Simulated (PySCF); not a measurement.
# The bond of HgBi, level by level

An exercise on one series of results from a longer session: the logs are not shown, and one member is left open.

Method: Hg def2-SVPD with ECP60, Bi def2-SVPD with ECP60, scalar-relativistic core potentials; program: PySCF 2.14.0.

The first run:

Settings of the job:

```yaml
atoms: Hg, Bi
charge: 0
basis: Hg def2-SVPD with ECP60, Bi def2-SVPD with ECP60
Hamiltonian: scalar-relativistic core potentials
basis_functions: 67
electrons_treated: 43
masses_in_u: 201.9706, 208.9804
levels: PBE0, PBE, r²SCAN, M06-L, revPBE, MN15, CAM-B3LYP, HF, MP2, SCS-MP2
grid: 80 radial by 434 angular points
occupations: held fixed by the projection of orbital angular momentum
dissociation_limit: Hg + Bi, each in its ground configuration
starting_distance_in_angstrom: 2.835
values_of_2S_to_try: 1, 3
```

Started as:

```
> OMP_NUM_THREADS=1 python dia.py task.json out
```

Steps of the session up to this table: Set-up; PBE0 along the bond; Excited determinants; PBE; r²SCAN; M06-L; revPBE (GGA); MN15; CAM-B3LYP (range-separated hybrid); UHF.

One table of the session follows, with a row left open; its other results are not shown here.

```
    level  Re (Å)  ωe (cm⁻¹)  De (eV)
  UHF-MP2   4.018       19.7    0.061
      PBE   3.374       38.2    0.111
   revPBE   3.686       19.0    0.025
   r²SCAN   3.358       36.4    0.111
    M06-L   3.382       43.9    0.183
     PBE0       ?          ?        ?
     MN15   3.346       42.9    0.176
CAM-B3LYP   3.638       20.8    0.037
```

Estimate the missing values for PBE0.

**Answer.** Re (Å): 3.441; ωe (cm⁻¹): 30.9; De (eV): 0.072. In the column «Re (Å)» it lies between M06-L (3.382) and CAM-B3LYP (3.638).

De is counted to Hg + Bi in their ground configurations. No constants: UHF (no minimum is bracketed among the points kept); UHF-SCS-MP2 (no minimum is bracketed among the points kept).

To keep in mind: The bond is weak, and basis-set superposition, which was not computed, may be a sizeable part of it.
